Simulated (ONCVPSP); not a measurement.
# Tungsten: generating and testing an ONCV potential

Aim: build the potential from the settings below, then test how well it stands in for the atom: other configurations, scattering, ghost states and the plane-wave cutoff that it needs.

Program: ONCVPSP 4.0.1.1 (patched build). Reference atom: PBE, scalar-relativistic, spherical and spin-unpolarised. All values are calculated.

## (1) The atom and the settings

The settings as typed:

```json
{
  "element": "tungsten (W, Z = 74)",
  "type": "optimised norm-conserving Vanderbilt (ONCV)",
  "frozen core": "[Kr] 4d10",
  "valence charge": "28",
  "reference configuration": "4f14 5s2 5p6 5d4 6s2",
  "partial waves": "5s+6s: rc 1.80 bohr, ncon 4, nbas 7, qcut 5.3 1/bohr, 3 projectors, debl 2.8 Ha; 5p: rc 1.25 bohr, ncon 4, nbas 8, qcut 5.9 1/bohr, 2 projectors, debl 3.2 Ha; 5d: rc 2.70 bohr, ncon 5, nbas 9, qcut 5.6 1/bohr, 2 projectors, debl 0.8 Ha; 4f: rc 1.10 bohr, ncon 4, nbas 9, qcut 18.9 1/bohr, 2 projectors, debl 2.9 Ha",
  "local potential": "polynomial inside 0.75 bohr (lpopt 5, dvloc0 0 Ha)",
  "core correction": "not asked for"
}
```

The outer shells as boxes (Hund's rule for the drawing; the calculation is spin-unpolarised):

```
[Kr] core
4d [↑↓][↑↓][↑↓][↑↓][↑↓]
4f [↑↓][↑↓][↑↓][↑↓][↑↓][↑↓][↑↓]
5s [↑↓]
5p [↑↓][↑↓][↑↓]
5d [↑ ][↑ ][↑ ][↑ ][  ]
6s [↑↓]
```

An earlier all-electron run gives the scale for the radii.

All-electron outer shells of the reference configuration (PBE, scalar-relativistic, ld1.x):

| shell | level (eV) | outermost node (bohr) | outermost maximum (bohr) |
| --- | --- | --- | --- |
| 4d | -238.43 | 0.22 | 0.45 |
| 5s | -79.07 | 0.53 | 0.96 |
| 5p | -43.20 | 0.57 | 1.09 |
| 4f | -33.21 | – | 0.43 |
| 6s | -5.71 | 1.28 | 2.67 |
| 5d | -4.48 | 0.63 | 1.49 |
| 6p | -1.36 | 1.54 | 3.75 |

## (2) The generation run

W.dat

```
# ATOM AND REFERENCE CONFIGURATION
# atsym  z   nc   nv     iexc    psfile
  W 74.00    9    5        4      upf
#
#   n    l    f
    1    0    2.00
    2    0    2.00
    2    1    6.00
    3    0    2.00
    3    1    6.00
    3    2   10.00
    4    0    2.00
    4    1    6.00
    4    2   10.00
    4    3   14.00
    5    0    2.00
    5    1    6.00
    5    2    4.00
    6    0    2.00
#
# PSEUDOPOTENTIAL AND OPTIMIZATION
# lmax
    3
#
#   l,   rc,      ep,       ncon, nbas, qcut
    0    1.80    0.00    4    7    5.30
    1    1.25    0.00    4    8    5.90
    2    2.70    0.00    5    9    5.60
    3    1.10    0.00    4    9   18.90
#
# LOCAL POTENTIAL
# lloc, lpopt,  rc(5),   dvloc0
    4    5    0.75    0.00
#
# VANDERBILT-KLEINMAN-BYLANDER PROJECTORs
# l, nproj, debl
    0    3    2.80
    1    2    3.20
    2    2    0.80
    3    2    2.90
#
# MODEL CORE CHARGE
# icmod, fcfact, rcfact
    0    0.00    0.00
#
# LOG DERIVATIVE ANALYSIS
# epsh1, epsh2, depsh
   -4.00    5.00    0.02
#
# OUTPUT GRID
# rlmax, drl
    6.00    0.01
#
# TEST CONFIGURATIONS
# ncnf
    4
# nvcnf
#   n    l    f
    5
    4    3   14.00
    5    0    2.00
    5    1    6.00
    5    2    4.00
    6    0    1.00
#
    5
    4    3   14.00
    5    0    2.00
    5    1    6.00
    5    2    4.00
    6    0    0.00
#
    5
    4    3   14.00
    5    0    2.00
    5    1    6.00
    5    2    3.00
    6    0    0.00
#
    5
    4    3   13.00
    5    0    2.00
    5    1    6.00
    5    2    4.00
    6    0    2.00
#
```

Started as:

```bash
oncvpsp.x < W.dat > W.out
```

Before running it: what results should come out? Wanted: cutoffs for 1 and 0.1 mHa per electron, occupied waves; bound ghosts; GHOST(+) flags; largest test error; largest phase difference near zero energy, channels read.

**Answer**, as computed:

```
                                                quantity                               value
  cutoffs for 1 and 0.1 mHa per electron, occupied waves                   134 Ha and 148 Ha
                                            bound ghosts                     s at -140.37 eV
                                          GHOST(+) flags              p at 77 eV, d at 74 eV
                            largest test error (AE − PS)  +184 meV, for 4f13 5s2 5p6 5d4 6s2
largest phase difference near zero energy, channels read                           0.000 rad
```

**Reading.** It has a bound ghost (s), a state that the atom doesn't have, and that rules the file out. The worst unpolarised test, 4f13 5s2 5p6 5d4 6s2, is off by 184 meV on 42.8 eV; by total energies transferability rates as poor. By its cutoff, 134 Ha for the looser tolerance, it is very hard. At the looser tolerance the 4f wave is the slowest; 5p needs 111 Ha. Near zero energy the phases of the channels with partial waves agree within 0.001 rad. The program also flags highly localised states, GHOST(+) (p, d). All of this concerns the isolated atom, not yet a solid.
